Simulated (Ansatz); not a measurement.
**B3LYP/STO-3G run of SnH3F (SMILES [F][SnH3])**

What is the electronic atomisation energy of SnH3F at B3LYP/STO-3G? 

Program for the calculation: Ansatz 0.2.0.

64 further runs of the same task are left out: 12 that didn't finish, 52 set aside as unsound or not needed.

### Step 1. The structure to begin with

SnH3F has 5 atoms, charge 0, and is taken as a singlet. As SMILES, `[F][SnH3]`. The coordinates come from a PBE0-D4/def2-TZVP relaxation.

Bond lengths: F1–Sn2 1.926 Å, Sn2–H3 1.701 Å, Sn2–H4 1.701 Å, Sn2–H5 1.701 Å. Angles: F1–Sn2–H3 104.7°, F1–Sn2–H4 104.7°, F1–Sn2–H5 104.7°, H3–Sn2–H4 113.8°, H3–Sn2–H5 113.8°, H4–Sn2–H5 113.8°.

### Step 2. A single-point energy at B3LYP/STO-3G

The input, job.yaml:

```yaml
basis:
  gaussian:
    orbitals: STO-3G
crystal:
  periodic: [false, false, false]
  atoms:
    - symbol: F
      position_ang: [-1.285000, 0.718300, 1.005000]
    - symbol: Sn
      position_ang: [0.100400, -0.065900, -0.079000]
    - symbol: H
      position_ang: [-0.528400, -0.054800, -1.659100]
    - symbol: H
      position_ang: [0.318900, -1.626500, 0.560600]
    - symbol: H
      position_ang: [1.444100, 0.955200, 0.131000]
accuracy: high
hamiltonian:
  xc: {name: B3LYP}
```

Command:

```
$ ansatz run job.yaml --threads 1 --pin off --max-ram 2610MiB --events-out events.jsonl --progress --plain --runs-dir runs
```

The log of the run:

```text
Warning: RAYON_NUM_THREADS=1 ignored (pool sized by the plan → 1); use --threads N
Functional definition: B3LYP
  name "B3LYP"
  parameter a0 = 0.2
  parameter ax = 0.72
  parameter ac = 0.81
  exchange = (1 - a0 - ax)*slater_x + ax*b88_x + a0*exact_x
  correlation = (1 - ac)*vwn_rpa_c + ac*lyp_c
640 factors; integrals over basis functions are off by at most 4.9e-9 eV
mean field evaluation 1: about -165049.5215 eV, gradient 1.6e1 eV
mean field evaluation 2: about -165048.6062 eV, gradient 2.5e1 eV
mean field evaluation 4: about -165050.8378 eV, gradient 4.8e-1 eV
mean field evaluation 8: about -165050.7559 eV, gradient 4.8e-3 eV
mean field evaluation 16: about -165050.7559 eV, gradient 1.9e-8 eV
mean field -165050.75591501 eV, -6065.5034044562 hartree, gradient 1.9e-8 eV, S^2 0.000000; 0 other end points of the search recorded, 0 dependent functions left out
reference -165050.75594003 eV, -6065.5034053754 hartree; 31, 31 occupied and 4, 4 virtual orbitals, 640 factors
Total energy: -165050.75594003 eV, -6065.5034053754 hartree
```

It took 1.7 s on 1 thread of Arm Neoverse V2, shared host; peak memory 0.12 GiB.

### Step 3. The F atom at the same level

The input, run.yaml:

```yaml
crystal:
  periodic: [false, false, false]
  atoms:
    - {symbol: F, position_ang: [0.000000, 0.000000, 0.000000]}
basis:
  gaussian:
    orbitals: STO-3G
magnetization:
  spin_polarized: true
  initial_magnetization: 1
hamiltonian:
  xc: {name: B3LYP}
accuracy: high
```

Command:

```
$ ansatz run run.yaml --threads 1 --pin off --max-ram 2610MiB --events-out events.jsonl --progress --plain --runs-dir runs
```

The log of the run, shortened:

```text
Warning: RAYON_NUM_THREADS=1 ignored (pool sized by the plan → 1); use --threads N
[... 7 set-up lines as earlier in the session ...]
15 factors; integrals over basis functions are off by at most 1.2e-9 eV
mean field evaluation 1: about -2674.0343 eV, gradient 2.4e-12 eV
mean field evaluation 2: about -2674.0352 eV, gradient 9.9e-12 eV
mean field -2674.03521515 eV, -98.2689816307 hartree, gradient 0.0e0 eV, S^2 0.750000; 0 other end points of the search recorded, 0 dependent functions left out
reference -2674.03522206 eV, -98.2689818845 hartree; 5, 4 occupied and 0, 1 virtual orbitals, 15 factors
Total energy: -2674.03522206 eV, -98.2689818845 hartree
```

Wall time 0.16 s (1 thread of Arm Neoverse V2, shared host).

### Step 4. The H atom, same level

The input, input.yaml:

```yaml
crystal:
  periodic: [false, false, false]
  atoms:
    - symbol: H
      position_ang: [0.000000, 0.000000, 0.000000]
basis:
  gaussian: {orbitals: STO-3G}
magnetization: {spin_polarized: true, initial_magnetization: 1}
accuracy: high
hamiltonian: {xc: {name: B3LYP}}
```

Run the same way, it converges to -0.46753 Eh (log not shown).

### Step 5. The Sn atom at the same level

The input, molecule.yaml:

```yaml
crystal:
  periodic: [false, false, false]
  atoms:
    - {symbol: Sn, position_ang: [0.000000, 0.000000, 0.000000]}
basis:
  gaussian:
    orbitals: STO-3G
magnetization:
  spin_polarized: true
  initial_magnetization: 2
hamiltonian:
  xc: {name: B3LYP}
accuracy: high
```

Run the same way, it converges to -5965.17871 Eh (log not shown).

### Step 6. Summary of results

Level: B3LYP/STO-3G.

```
                     quantity           value
       molecule: total energy  -6065.50341 Eh
         F atom: total energy    -98.26898 Eh
                 F atom: ⟨S²⟩           0.750
         H atom: total energy     -0.46753 Eh
                 H atom: ⟨S²⟩           0.750
        Sn atom: total energy  -5965.17871 Eh
                Sn atom: ⟨S²⟩           2.000
electronic atomisation energy       17.772 eV
```

What this shows: Taking the molecule apart into free atoms costs 17.77 eV (1715 kJ/mol), before zero-point energy and without spin-orbit coupling. In a minimal basis such a difference can be off by several eV, whatever the method. Relativity is left out (molecule) although the molecule holds a heavy atom. Relativity is left out (Sn atom) although the molecule holds a heavy atom.
